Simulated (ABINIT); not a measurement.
# Ta4O in ABINIT: the effect of functional

The system is Ta4O.

```
CELL_PARAMETERS angstrom
3.25750 0.00000 0.00000
0.00000 3.25750 0.00000
0.00000 0.00000 7.40934
ATOMIC_POSITIONS crystal
Ta 0.00000 0.00000 0.00000
Ta 0.50000 0.50000 0.21684
Ta 0.50000 0.50000 0.78316
Ta 0.00000 0.00000 0.50000
O 0.50000 0.50000 0.50000
```

The cell comes from a database or a generator and needn't be the stable form of this composition.

Alike in all runs:

```yaml
Program: ABINIT 10.8.3 (patched build)
Task: band structure
k_mesh: 8 × 8 × 4
Occupations: fermi-dirac, width 0.05 eV
Spin: no spin polarisation
```

**Question.** One run gave: pressure -8.2 GPa; largest force 0.07 eV/Å. Which functional did it use?
A. LDA
B. PBE
C. PBEsol

**Answer.** C.

```tsv
functional	potentials or basis	cutoff	pressure (GPa)	largest force (eV/Å)
PBEsol	PseudoDojo NC SR PBEsol v0.4.1 standard	1143 eV	-8.2	0.07
LDA	JTH PAW LDA v2.0	626 eV	-14.1	0.05
PBE	JTH PAW PBE v2.0	626 eV	-1.4	0.01
```
